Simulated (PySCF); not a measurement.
# AuCl4 ([AuCl4]-): the cost of one run

Computed with PySCF 2.14.0 and routines of our own; the level stands in each step. Atoms count from 0.

3 further runs of the same task are left out: 3 for a basis unfit for spin-orbit shieldings.

### Step 1. The system as given

5 atoms, charge -1, multiplicity 1; geometry from: GFN2-xTB.

### Step 2. NMR shieldings: PBE/x2c-SVPall-2c Au:us-x2c-SVPall-2c, spin-free

Job settings and geometry (Å):

```
{"job": {"xc": "PBE", "basis": {"default": "x2c-SVPall-2c", "Au": "us-x2c-SVPall-2c"}, "rel": "sf", "kind": "hnmr"}, "charge": -1, "multiplicity": 1}
Au     0.000190    -0.000200     0.018550
Cl     2.269640    -0.025560    -0.000610
Cl     0.024020     2.268030     0.004640
Cl    -2.267960     0.026890    -0.008280
Cl    -0.025900    -2.269150    -0.014300
```

With the program's defaults for keys left out, this is: PBE/x2c-SVPall-2c Au:us-x2c-SVPall-2c GIAO NMR shielding, spin-free X2C, Gaussian nuclei, gas phase.

Started as:

```sh
OMP_NUM_THREADS=1 python heavy_run.py task.json out
```

This one command runs all jobs of the session in turn.

**Question.** How long does this first job take on 1 thread of Arm Neoverse V2, shared host, and how much memory does it need?

About 30 s, with a peak of 0.84 GiB.
